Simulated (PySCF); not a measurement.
**ethylgermane (C2H8Ge): NMR shifts, electronic excitations and K edges in gas and solvents**

Aim: compute the NMR shifts, electronic excitations and K edges of ethylgermane (C2H8Ge) (`C[CH2][GeH3]`), and see what a dielectric continuum does where one was used.

Computed with PySCF 2.14.0, with density-fitted response routines of our own, on a single molecule, in the gas phase or a continuum. Atoms count from 0, in the outputs and in this text.

### Step 1. The molecule as given

11 atoms, charge 0, multiplicity 1; geometry from: GFN2-xTB. The atoms were then displaced at random by about 0.01 Å, so the start is not that level's minimum.

Bonds of the start (Å): C0–C1 1.49, C1–Ge2 1.96, C0–H3 1.07, C0–H4 1.10, C0–H5 1.09, C1–H6 1.09, C1–H7 1.08, Ge2–H8 1.47, Ge2–H9 1.52, Ge2–H10 1.50.

### Step 2. Relaxing the molecule at PBE0-D3(BJ)/def2-SVP

Job settings and geometry (Å):

```
{"job": {"xc": "PBE0", "basis": "def2-SVP", "d3": "d3bj", "grid": 1, "shake": 0.01, "kind": "geom"}, "charge": 0, "multiplicity": 1}
C     -1.366570     0.292440    -0.252310
C     -0.318760    -0.393870     0.557870
Ge     1.485120    -0.049470    -0.135090
H     -2.346230     0.115310     0.138760
H     -1.232560     1.388690    -0.254130
H     -1.363620    -0.008790    -1.295670
H     -0.357050    -0.066470     1.601260
H     -0.480880    -1.460260     0.552720
H      1.651480    -0.507530    -1.520390
H      2.546470    -0.745670     0.698710
H      1.820730     1.409790    -0.107380
```

Run with:

```console
$ OMP_NUM_THREADS=1 python probes_run.py task.json out
```

This one command runs all jobs of the session in turn.

The log of the run:

```text
step   0  E = -2157.33608546  max force = 0.027228
step   1  E = -2157.34104655  max force = 0.007223
step   2  E = -2157.34134491  max force = 0.001414
step   3  E = -2157.34135033  max force = 0.000216
optimisation converged
```

Wall time 21 s (1 thread of Arm Neoverse N1, shared host); peak memory 0.41 GiB.

Step by step:

| step | energy from step 0 (eV) | largest force component (eV/Å) |
| --- | --- | --- |
| 0 | 0.0000 | 1.4001 |
| 1 | -0.1350 | 0.3714 |
| 2 | -0.1431 | 0.0727 |
| 3 | -0.1433 | 0.0111 |

Close pairs (by a distance rule), those that changed most:

| bond | before (Å) | after (Å) | change (Å) |
| --- | --- | --- | --- |
| Ge2–H8 | 1.469 | 1.543 | +0.074 |
| Ge2–H10 | 1.498 | 1.543 | +0.045 |
| C0–H3 | 1.070 | 1.102 | +0.032 |
| C0–C1 | 1.492 | 1.523 | +0.031 |
| C1–H7 | 1.079 | 1.102 | +0.024 |
| Ge2–H9 | 1.519 | 1.542 | +0.023 |
| C0–H5 | 1.086 | 1.102 | +0.016 |
| C1–H6 | 1.094 | 1.103 | +0.008 |

The end geometry stands in the next job.

| at the end point | value |
| --- | --- |
| point group (found at 0.08 Å tolerance) | Cs |
| rotational constants (GHz, main isotopes) | 22.441, 3.532, 3.303 |
| dipole moment (D) | 0.83 |

### Step 3. Nuclear shieldings: PBE0/pcSseg-1 in chloroform

Job settings and geometry (Å):

```
{"job": {"kind": "nmr", "xc": "PBE0", "basis": "pcSseg-1", "solvent": "chloroform", "pop": true}, "charge": 0, "multiplicity": 1}
C     -1.720649     0.434474    -0.251270
C     -0.655109    -0.281263     0.568603
Ge     1.173046     0.045165    -0.061385
H     -2.731928     0.241572     0.141478
H     -1.572308     1.526180    -0.247577
H     -1.711297     0.108515    -1.303559
H     -0.699335     0.027731     1.625998
H     -0.818385    -1.371444     0.560162
H      1.327024    -0.438299    -1.518432
H      2.197749    -0.699387     0.817464
H      1.485875     1.555403    -0.018771
```

With the program's defaults for keys left out, this is: GIAO PBE0/pcSseg-1 NMR shielding, non-relativistic, IEF-PCM chloroform.

The log of the run:

```text
coarse grid: 37552 points
cycle   1  E = -2157.3673080928  dE = -7.543e-01  |g| = 8.651e-01  |ddm| = 2.795e+00
cycle   2  E = -2157.3434330659  dE =  2.388e-02  |g| = 8.694e-01  |ddm| = 8.124e-01
cycle   3  E = -2157.4224853680  dE = -7.905e-02  |g| = 8.335e-02  |ddm| = 5.196e-01
cycle   4  E = -2157.4236683486  dE = -1.183e-03  |g| = 2.558e-02  |ddm| = 7.788e-02
cycle   5  E = -2157.4238238879  dE = -1.555e-04  |g| = 3.489e-03  |ddm| = 2.114e-02
cycle   6  E = -2157.4238264293  dE = -2.541e-06  |g| = 5.461e-04  |ddm| = 4.159e-03
final grid: 78432 points
cycle   7  E = -2157.4238232920  dE = -3.687e-08  |g| = 6.068e-04  |ddm| = 1.536e-03
cycle   8  E = -2157.4238232835  dE =  8.496e-09  |g| = 7.802e-04  |ddm| = 1.066e-03
cycle   9  E = -2157.4238233536  dE = -7.014e-08  |g| = 4.455e-05  |ddm| = 4.685e-04
cycle  10  E = -2157.4238233543  dE = -6.271e-10  |g| = 3.265e-06  |ddm| = 6.004e-05
converged SCF energy = -2157.4238233543

GIAO shielding tensors (ppm)
atom      isotropic    diamagn.    paramagn.     s11        s22        s33       span
  0 C      172.017     245.997     -73.980    163.594    164.959    187.497     23.903
  1 C      179.465     250.061     -70.596    174.572    175.324    188.499     13.927
  2 Ge    1539.680    2756.598   -1216.917   1468.272   1481.604   1669.166    200.894
  3 H       29.815      27.838       1.977     24.687     26.969     37.789     13.102
  4 H       30.250      29.448       0.802     25.480     28.763     36.507     11.027
  5 H       30.238      29.519       0.719     25.522     28.658     36.535     11.014
  6 H       30.354      30.492      -0.138     24.847     28.738     37.477     12.630
  7 H       30.357      30.620      -0.263     24.883     28.714     37.473     12.590
  8 H       27.593      29.027      -1.434     21.744     22.875     38.161     16.417
  9 H       27.402      28.723      -1.321     21.286     22.255     38.666     17.380
 10 H       27.600      29.006      -1.406     21.752     22.888     38.160     16.407
```

Run time: 14 s. Hardware: 1 thread of Arm Neoverse N1, shared host; peak memory 0.56 GiB.

Shifts follow as δ = σ(reference) − σ, with reference shieldings (ppm) from runs at the same level and on the same kind of geometry: ¹H TMS 31.25, ¹³C TMS 185.2, ⁷³Ge GeMe4 1330. The references are single molecules in the same continuum. Atoms listed in one row are averaged.

| atoms | environment | σ (ppm) | δ (ppm) |
| --- | --- | --- | --- |
| C0 | methyl carbon | 172.0 | 13.1 |
| C1 | sp3 CH2 bonded to Ge | 179.5 | 5.7 |
| H8, H9, H10 | hydrogen on a germanium bonded to C | 27.53 | 3.72 |
| H3, H4, H5 | hydrogen on a methyl carbon | 30.10 | 1.15 |
| H6, H7 | hydrogen on an sp3 CH2 bonded to Ge | 30.36 | 0.89 |
| Ge2 | germanium bonded to C, 3 H | 1540 | -210 |

The run also stored atomic charges by several schemes (e):

| atoms | Mulliken | IAO | Hirshfeld | ESP fit |
| --- | --- | --- | --- | --- |
| C0 | -0.29 | -0.41 | -0.12 | -0.26 |
| C1 | -0.53 | -0.49 | -0.14 | 0.06 |
| Ge2 | 0.22 | 0.47 | 0.30 | 0.19 |

Mayer bond orders: C0–C1 1.03, C1–Ge2 0.96.

### Step 4. Shielding tensors: PBE0/pcSseg-1 in methanol

Same as in step 3 but for these lines:

```diff
@@ -1,2 +1,2 @@
-{"job": {"kind": "nmr", "xc": "PBE0", "basis": "pcSseg-1", "solvent": "chloroform", "pop": true}, "charge": 0, "multiplicity": 1}
+{"job": {"kind": "nmr", "xc": "PBE0", "basis": "pcSseg-1", "solvent": "methanol", "pop": false}, "charge": 0, "multiplicity": 1}
 C     -1.720649     0.434474    -0.251270
```

Method: GIAO PBE0/pcSseg-1 NMR shielding, non-relativistic, IEF-PCM methanol.

The log of the run:

```text
coarse grid: 37552 points
cycle   1  E = -2157.3676702203  dE = -7.546e-01  |g| = 8.646e-01  |ddm| = 2.795e+00
cycle   2  E = -2157.3445280194  dE =  2.314e-02  |g| = 8.673e-01  |ddm| = 8.102e-01
cycle   3  E = -2157.4227935165  dE = -7.827e-02  |g| = 8.202e-02  |ddm| = 5.142e-01
cycle   4  E = -2157.4239198637  dE = -1.126e-03  |g| = 2.439e-02  |ddm| = 7.537e-02
cycle   5  E = -2157.4240615372  dE = -1.417e-04  |g| = 3.429e-03  |ddm| = 2.001e-02
cycle   6  E = -2157.4240639905  dE = -2.453e-06  |g| = 5.342e-04  |ddm| = 4.107e-03
final grid: 78432 points
cycle   7  E = -2157.4240609305  dE = -3.747e-08  |g| = 5.979e-04  |ddm| = 1.553e-03
cycle   8  E = -2157.4240609224  dE =  8.136e-09  |g| = 7.688e-04  |ddm| = 1.030e-03
cycle   9  E = -2157.4240609881  dE = -6.570e-08  |g| = 4.220e-05  |ddm| = 4.530e-04
cycle  10  E = -2157.4240609887  dE = -5.502e-10  |g| = 3.114e-06  |ddm| = 5.735e-05
converged SCF energy = -2157.4240609887

GIAO shielding tensors (ppm)
atom      isotropic    diamagn.    paramagn.     s11        s22        s33       span
  0 C      172.203     246.091     -73.888    163.785    165.135    187.689     23.904
  1 C      179.525     250.063     -70.538    174.802    175.202    188.571     13.769
  2 Ge    1539.487    2756.600   -1217.113   1467.579   1481.449   1669.433    201.854
  3 H       29.811      27.833       1.978     24.681     26.958     37.794     13.113
  4 H       30.243      29.451       0.792     25.463     28.758     36.508     11.045
  5 H       30.232      29.523       0.708     25.504     28.653     36.537     11.033
  6 H       30.316      30.444      -0.128     24.795     28.693     37.461     12.666
  7 H       30.319      30.573      -0.254     24.831     28.669     37.457     12.627
  8 H       27.614      29.062      -1.448     21.773     22.896     38.175     16.402
  9 H       27.419      28.752      -1.334     21.308     22.270     38.678     17.371
 10 H       27.621      29.040      -1.419     21.781     22.909     38.173     16.392
```

Wall time 12 s (1 thread of Arm Neoverse N1, shared host); peak memory 0.57 GiB.

In short: δ C0 13.3, C1 5.9, Ge2 -210, H8 3.69, H3 1.14 ppm (means over like atoms).

### Step 5. Ultraviolet spectrum: CAM-B3LYP/def2-SVPD

Same as in step 4 but for these lines:

```diff
@@ -1,2 +1,2 @@
-{"job": {"kind": "nmr", "xc": "PBE0", "basis": "pcSseg-1", "solvent": "methanol", "pop": false}, "charge": 0, "multiplicity": 1}
+{"job": {"kind": "uv", "xc": "CAM-B3LYP", "basis": "def2-SVPD", "dynamic": true, "nstates": 6, "ntriplets": 0}, "charge": 0, "multiplicity": 1}
 C     -1.720649     0.434474    -0.251270
```

With the program's defaults for keys left out, this is: TDDFT CAM-B3LYP/def2-SVPD, vertical, gas phase, core orbitals frozen in the response.

The log of the run:

```text
coarse grid: 37552 points
cycle   1  E = -2157.7449305108  dE = -6.761e-01  |g| = 4.202e-01  |ddm| = 3.636e+00
cycle   2  E = -2157.7478270631  dE = -2.897e-03  |g| = 4.180e-01  |ddm| = 6.577e-01
cycle   3  E = -2157.7700224359  dE = -2.220e-02  |g| = 1.507e-02  |ddm| = 3.612e-01
cycle   4  E = -2157.7700822228  dE = -5.979e-05  |g| = 7.767e-03  |ddm| = 4.898e-02
cycle   5  E = -2157.7700968238  dE = -1.460e-05  |g| = 1.428e-03  |ddm| = 1.067e-02
cycle   6  E = -2157.7700973506  dE = -5.268e-07  |g| = 1.837e-04  |ddm| = 2.582e-03
final grid: 78432 points
cycle   7  E = -2157.7700881587  dE = -1.767e-08  |g| = 1.441e-04  |ddm| = 2.548e-03
cycle   8  E = -2157.7700881597  dE = -1.020e-09  |g| = 1.345e-04  |ddm| = 4.584e-04
cycle   9  E = -2157.7700881644  dE = -4.722e-09  |g| = 9.120e-06  |ddm| = 1.545e-04
cycle  10  E = -2157.7700881645  dE = -2.547e-11  |g| = 4.341e-06  |ddm| = 2.747e-05
converged SCF energy = -2157.7700881645

Static polarisability (au): isotropic 58.827, principal 53.519 55.831 67.131

Singlet excitations
state   eV       nm        f      main configurations
  1   7.6833    161.4   0.00434   H->L 0.88, H->L+1 0.10
  2   8.4139    147.4   0.09763   H->L+1 0.56, H->L+2 0.20
  3   8.5081    145.7   0.06495   H-1->L 0.81
  4   8.5936    144.3   0.17546   H-2->L 0.42, H->L+1 0.22, H->L+2 0.18
  5   8.6493    143.3   0.16922   H-2->L 0.41, H->L+2 0.35
  6   8.7597    141.5   0.02986   H->L+3 0.69, H-1->L+1 0.12, H-1->L 0.11
```

It took 25 s on 1 thread of Arm Neoverse N1, shared host; peak memory 0.71 GiB.

Frontier orbitals and where they lie:

| orbital | eV | atoms |
| --- | --- | --- |
| HOMO−3 | -11.42 | C0 28 %, C1 20 %, H5 11 % |
| HOMO−2 | -10.60 | Ge2 39 %, H9 30 %, H10 10 % |
| HOMO−1 | -10.51 | Ge2 36 %, H8 22 %, H10 20 % |
| HOMO | -9.65 | C1 35 %, Ge2 24 %, C0 12 % |
| LUMO | 1.03 | Ge2 46 %, C0 9 %, C1 8 % |
| LUMO+1 | 1.53 | Ge2 32 %, C1 15 %, H10 11 % |
| LUMO+2 | 2.01 | Ge2 23 %, C0 18 %, H3 13 % |

With each of the 6 states as a Gaussian band of 0.4 eV half-width at 1/e, the curve within the window shown has maxima at 145 nm (ε 21,000) L/(mol cm). Beyond the last state computed it falls off for lack of states. The curve at chosen wavelengths:

(nm, ε (L/mol/cm)): (137, 5592), (139, 10343), (140, 13013), (142, 17829), (143, 19498), (145, 20559), (146, 19897), (148, 16700), (149, 14532), (151, 10007), (152, 7946), (154, 4631), (155, 3417), (157, 1772), (158, 1260), (160, 649), (161, 480), (163, 286), (164, 231), (166, 158), (167, 131), (169, 89), (170, 72), (172, 45), (173, 35), (175, 20)

Ground-state properties from the same run:

| property | computed |
| --- | --- |
| dipole moment (D) | 0.80 |
| polarisability (Å³) | 8.72 |
| HOMO–LUMO gap (eV) | 10.69 |
| −ε(HOMO) (eV) | 9.65 |
| C6 with itself (au) | 1287 |

### Step 6. TDDFT and polarisability: CAM-B3LYP/def2-SVPD in chloroform

Same as in step 5 but for these lines:

```diff
@@ -1,2 +1,2 @@
-{"job": {"kind": "uv", "xc": "CAM-B3LYP", "basis": "def2-SVPD", "dynamic": true, "nstates": 6, "ntriplets": 0}, "charge": 0, "multiplicity": 1}
+{"job": {"kind": "uv", "xc": "CAM-B3LYP", "basis": "def2-SVPD", "solvent": "chloroform", "nstates": 6, "ntriplets": 0}, "charge": 0, "multiplicity": 1}
 C     -1.720649     0.434474    -0.251270
```

Level: TDDFT CAM-B3LYP/def2-SVPD, vertical, IEF-PCM chloroform (non-equilibrium linear response), core orbitals frozen in the response.

The log of the run:

```text
coarse grid: 37552 points
cycle   1  E = -2157.7458558837  dE = -6.766e-01  |g| = 4.188e-01  |ddm| = 3.636e+00
cycle   2  E = -2157.7492003173  dE = -3.344e-03  |g| = 4.144e-01  |ddm| = 6.615e-01
cycle   3  E = -2157.7707162291  dE = -2.152e-02  |g| = 1.433e-02  |ddm| = 3.574e-01
cycle   4  E = -2157.7707732416  dE = -5.701e-05  |g| = 6.577e-03  |ddm| = 4.909e-02
cycle   5  E = -2157.7707836579  dE = -1.042e-05  |g| = 1.240e-03  |ddm| = 9.751e-03
cycle   6  E = -2157.7707840744  dE = -4.165e-07  |g| = 2.009e-04  |ddm| = 2.489e-03
final grid: 78432 points
cycle   7  E = -2157.7707750772  dE = -1.768e-08  |g| = 1.682e-04  |ddm| = 2.526e-03
cycle   8  E = -2157.7707750780  dE = -7.649e-10  |g| = 1.655e-04  |ddm| = 5.075e-04
cycle   9  E = -2157.7707750851  dE = -7.151e-09  |g| = 9.467e-06  |ddm| = 1.813e-04
cycle  10  E = -2157.7707750851  dE = -2.137e-11  |g| = 4.272e-06  |ddm| = 2.766e-05
converged SCF energy = -2157.7707750851

Static polarisability (au): isotropic 72.871, principal 67.508 70.060 81.045

Singlet excitations
state   eV       nm        f      main configurations
  1   7.6692    161.7   0.00485   H->L 0.82, H->L+1 0.16
  2   8.3029    149.3   0.26257   H->L+1 0.67, H->L 0.12, H->L+2 0.08
  3   8.4703    146.4   0.13178   H-1->L 0.84
  4   8.5211    145.5   0.22439   H->L+2 0.57, H->L+4 0.11, H->L+1 0.10
  5   8.5769    144.6   0.20839   H-2->L 0.80, H->L+2 0.09
  6   8.6773    142.9   0.05202   H->L+3 0.64, H-1->L+1 0.20, H-1->L 0.08
```

Wall time 22 s (1 thread of Arm Neoverse N1, shared host); peak memory 0.76 GiB.

In short: HOMO -9.52 eV, LUMO 1.13 eV; lowest singlet 7.67 eV.

### Step 7. Ultraviolet spectrum: CAM-B3LYP/def2-SVPD in methanol

Same as in step 6 but for these lines:

```diff
@@ -1,2 +1,2 @@
-{"job": {"kind": "uv", "xc": "CAM-B3LYP", "basis": "def2-SVPD", "solvent": "chloroform", "nstates": 6, "ntriplets": 0}, "charge": 0, "multiplicity": 1}
+{"job": {"kind": "uv", "xc": "CAM-B3LYP", "basis": "def2-SVPD", "solvent": "methanol", "nstates": 6, "ntriplets": 0}, "charge": 0, "multiplicity": 1}
 C     -1.720649     0.434474    -0.251270
```

Method: TDDFT CAM-B3LYP/def2-SVPD, vertical, IEF-PCM methanol (non-equilibrium linear response), core orbitals frozen in the response.

The log of the run:

```text
coarse grid: 37552 points
cycle   1  E = -2157.7461654338  dE = -6.768e-01  |g| = 4.184e-01  |ddm| = 3.636e+00
cycle   2  E = -2157.7496864789  dE = -3.521e-03  |g| = 4.132e-01  |ddm| = 6.636e-01
cycle   3  E = -2157.7709657552  dE = -2.128e-02  |g| = 1.420e-02  |ddm| = 3.563e-01
cycle   4  E = -2157.7710230525  dE = -5.730e-05  |g| = 6.317e-03  |ddm| = 4.970e-02
cycle   5  E = -2157.7710327005  dE = -9.648e-06  |g| = 1.189e-03  |ddm| = 9.584e-03
final grid: 78432 points
cycle   6  E = -2157.7710239139  dE = -1.497e-07  |g| = 1.061e-03  |ddm| = 4.131e-03
cycle   7  E = -2157.7710239282  dE = -1.433e-08  |g| = 1.041e-03  |ddm| = 2.508e-03
cycle   8  E = -2157.7710241965  dE = -2.683e-07  |g| = 4.234e-05  |ddm| = 1.220e-03
cycle   9  E = -2157.7710241969  dE = -4.216e-10  |g| = 1.590e-05  |ddm| = 6.775e-05
converged SCF energy = -2157.7710241969

Static polarisability (au): isotropic 79.423, principal 74.708 77.004 86.557

Singlet excitations
state   eV       nm        f      main configurations
  1   7.6735    161.6   0.00337   H->L 0.81, H->L+1 0.17
  2   8.2968    149.4   0.24847   H->L+1 0.66, H->L 0.13, H->L+2 0.09
  3   8.4932    146.0   0.11733   H-1->L 0.81
  4   8.5191    145.5   0.21233   H->L+2 0.61, H->L+4 0.12, H->L+1 0.10
  5   8.6019    144.1   0.19100   H-2->L 0.86
  6   8.6728    143.0   0.04951   H->L+3 0.66, H-1->L+1 0.15, H-1->L 0.11
```

Run time: 21 s. Hardware: 1 thread of Arm Neoverse N1, shared host; peak memory 0.8 GiB.

This run: HOMO -9.49 eV, LUMO 1.14 eV; lowest singlet 7.67 eV.

### Step 8. Core excitations: BHandHLYP/def2-SVPD+aug-pcX-1+pcseg-1

Same as in step 7 but for these lines:

```diff
@@ -1,2 +1,2 @@
-{"job": {"kind": "uv", "xc": "CAM-B3LYP", "basis": "def2-SVPD", "solvent": "methanol", "nstates": 6, "ntriplets": 0}, "charge": 0, "multiplicity": 1}
+{"job": {"kind": "xas", "xc": "BHandHLYP", "basis": {"default": "aug-pcX-1", "H": "pcseg-1", "Ge": "def2-SVPD"}}, "charge": 0, "multiplicity": 1}
 C     -1.720649     0.434474    -0.251270
```

With the program's defaults for keys left out, this is: core-valence-separated TDA BHandHLYP/aug-pcX-1 H:pcseg-1 Ge:def2-SVPD, K edges, non-relativistic, gas phase.

The log of the run:

```text
coarse grid: 37552 points
cycle   1  E = -2157.6472236454  dE = -6.788e-01  |g| = 3.325e-01  |ddm| = 3.140e+00
cycle   2  E = -2157.6552813976  dE = -8.058e-03  |g| = 2.856e-01  |ddm| = 4.751e-01
cycle   3  E = -2157.6674795959  dE = -1.220e-02  |g| = 2.329e-02  |ddm| = 2.484e-01
cycle   4  E = -2157.6676046248  dE = -1.250e-04  |g| = 8.439e-03  |ddm| = 4.007e-02
cycle   5  E = -2157.6676200349  dE = -1.541e-05  |g| = 1.393e-03  |ddm| = 8.396e-03
cycle   6  E = -2157.6676205122  dE = -4.773e-07  |g| = 1.362e-04  |ddm| = 1.594e-03
final grid: 78432 points
cycle   7  E = -2157.6676107883  dE = -1.337e-08  |g| = 5.995e-05  |ddm| = 1.450e-03
cycle   8  E = -2157.6676107890  dE = -6.858e-10  |g| = 3.955e-05  |ddm| = 1.740e-04
cycle   9  E = -2157.6676107894  dE = -3.465e-10  |g| = 6.292e-06  |ddm| = 3.361e-05
converged SCF energy = -2157.6676107894

C K edge
   eV          f      from atoms
  285.409   0.01477   C1 C0
  285.420   0.00257   C0 C1
  285.811   0.03973   C1
  286.109   0.03018   C1
  286.207   0.03157   C0
  286.275   0.03179   C0
  286.474   0.00255   C0
  286.559   0.00102   C1
  286.955   0.00159   C1
  287.262   0.00048   C0
  287.363   0.00016   C1
  287.385   0.00128   C1
```

Run time: 8.8 s. Hardware: 1 thread of Arm Neoverse N1, shared host; peak memory 0.6 GiB.

### Step 9. Comparing the runs: NMR shifts

Shifts (ppm), means over like atoms, with basis size and wall time:

| run | C0 | C1 | H8 | H3 | H6 | Ge2 | functions | time |
| --- | --- | --- | --- | --- | --- | --- | --- | --- |
| PBE0/pcSseg-1 in chloroform | 13.1 | 5.7 | 3.72 | 1.15 | 0.89 | -210 | 115 | 14 s |
| PBE0/pcSseg-1 in methanol | 13.3 | 5.9 | 3.69 | 1.14 | 0.92 | -210 | 115 | 12 s |

The continuum's effect on the ground state:

| solvent | ε | polarisation energy (Eh) | μ (D) |
| --- | --- | --- | --- |
| chloroform | 4.71 | -0.0007 | 0.93 |
| methanol | 32.61 | -0.0010 | 0.98 |

### Step 10. Run by run: electronic excitations

Excitations and ground-state properties, with basis size and wall time:

| run | lowest singlet (eV) | brightest (eV) | f | gap (eV) | α (Å³) | μ (D) | functions | time |
| --- | --- | --- | --- | --- | --- | --- | --- | --- |
| CAM-B3LYP/def2-SVPD | 7.68 | 8.59 | 0.175 | 10.69 | 8.72 | 0.80 | 142 | 25 s |
| CAM-B3LYP/def2-SVPD in chloroform | 7.67 | 8.30 | 0.263 | 10.65 | 10.80 | 0.96 | 142 | 22 s |
| CAM-B3LYP/def2-SVPD in methanol | 7.67 | 8.30 | 0.248 | 10.63 | 11.77 | 1.02 | 142 | 21 s |

The continuum's effect on the ground state:

| solvent | ε | polarisation energy (Eh) | μ (D) |
| --- | --- | --- | --- |
| chloroform | 4.71 | -0.0007 | 0.96 |
| methanol | 32.61 | -0.0010 | 1.02 |

### Step 11. Outcome

| quantity | value |
| --- | --- |
| point group | Cs |
| rotational constants (main isotopes) | 22.44, 3.53, 3.30 GHz |
| ¹³C shifts against TMS (PBE0/pcSseg-1, chloroform) | 13.1, 5.7 ppm |
| ¹H shifts against TMS (PBE0/pcSseg-1, chloroform, means over atoms taken as alike) | 3.72, 1.15, 0.89 ppm |
| ⁷³Ge shifts against GeMe4 (PBE0/pcSseg-1, chloroform) | -210 ppm |
| lowest singlet (CAM-B3LYP/def2-SVPD) | 7.68 eV (161 nm), f = 0.004 |
| brightest single state of those computed | state 4, 8.59 eV, f = 0.175 |
| C K edge | first line 285.41 eV, strongest 285.81 eV (f = 0.040) |
| range of the shift of C1 | 5.7 to 5.9 ppm |
| range of the lowest singlet | 7.67 to 7.68 eV |

In words: Relaxing lowered the energy by 0.143 eV in 3 steps; the close pair that moved most is Ge2–H8, from 1.469 to 1.543 Å. At PBE0/pcSseg-1: The largest span, 201 ppm, is at Ge2, where the paramagnetic term is -1217 ppm. The lowest singlet, at 7.68 eV, is HOMO→LUMO 0.88, HOMO→LUMO+1 0.10 and is weak; of the 6 states computed, the strongest absorption comes from state 4 at 8.59 eV. At the C edge the strongest single line lifts a 1s electron of C1 into several orbitals, led by LUMO+4 (weight 0.29), 0.4 eV above the first line. Absolute edge energies from this method are off by several eV; spacings are better. In ppm, C1 moves most: its shift spreads over 0.2 ppm, from 5.7 (PBE0/pcSseg-1 in chloroform) to 5.9 (PBE0/pcSseg-1 in methanol). Most of that comes from the computed reference, not from the atom's own shielding. The continuum holds electrostatics alone: no hydrogen bonds to the solvent, and the gas-phase geometry is kept. The lowest singlet runs from 7.67 eV (CAM-B3LYP/def2-SVPD in chloroform) to 7.68 eV (CAM-B3LYP/def2-SVPD), while the orbital gap spans 10.63 to 10.69 eV. The lowest state need not be the same one in every run. Spin-orbit coupling is left out, which matters for shieldings and couplings at and beside the heavy atoms.
